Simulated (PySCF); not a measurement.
# H12MoO4Si4 (Mo(OSiH3)4): the cost of one run

The runs use PySCF 2.14.0; the level of theory stands in each step. All values are computed, except where a source is named. Atoms are numbered from 0 throughout.

## Step 1: The molecule as given

21 atoms, charge 0, multiplicity 3; geometry from: GFN2-xTB. The atoms were then displaced at random by about 0.03 Å, so the start is not that level's minimum.

Bonds of the start (Å): Mo0–O1 1.89, Mo0–O6 2.00, Mo0–O11 1.79, Mo0–O16 1.66, O1–Si2 1.57, Si2–H3 1.35, Si2–H4 1.46, Si2–H5 1.52, O6–Si7 1.60, Si7–H8 1.43, Si7–H9 1.53, Si7–H10 1.40, O11–Si12 1.59, Si12–H13 1.52, Si12–H14 1.37, Si12–H15 1.52, O16–Si17 1.64, Si17–H18 1.46, Si17–H19 1.43, Si17–H20 1.52.

## Step 2: Geometry optimisation at PBE0-D3(BJ)/def2-SVP

The job: settings as JSON, then the geometry in Å.

```
{"job": {"xc": "PBE0", "basis": "def2-SVP", "d3": "d3bj", "grid": 1, "maxiter": 40, "shake": 0.03, "kind": "geom"}, "charge": 0, "multiplicity": 3}
Mo    -0.371810     0.184390    -0.071180
O     -0.263060    -0.155410     1.781000
Si    -0.131400    -0.743760     3.226150
H     -1.041060    -1.715450     3.479830
H     -0.166390     0.359080     4.175360
H      1.239030    -1.378950     3.344300
O     -0.466600     0.600470    -2.026280
Si     0.811920     0.265420    -2.936500
H      0.391020    -0.727200    -3.879040
H      1.809890    -0.361920    -1.956110
H      1.278540     1.457190    -3.513110
O      0.297230     1.829000     0.176000
Si     0.964210     3.269570     0.313510
H      1.149110     3.468250     1.809860
H      0.189470     4.234410    -0.281510
H      2.349050     3.137210    -0.308440
O     -1.095150    -1.283080    -0.377660
Si    -1.666560    -2.797280    -0.648780
H     -2.535260    -3.201840     0.453600
H     -0.517930    -3.652120    -0.715050
H     -2.411000    -2.771980    -1.975530
```

Run with:

```
$ OMP_NUM_THREADS=1 python probes_run.py task.json out
```

One launch serves the whole session: the jobs run in the order shown.

Q: Estimate the wall time and peak memory of this job on 1 thread of Arm Neoverse V1, shared host.

About 61 min, with a peak of 1.6 GiB.
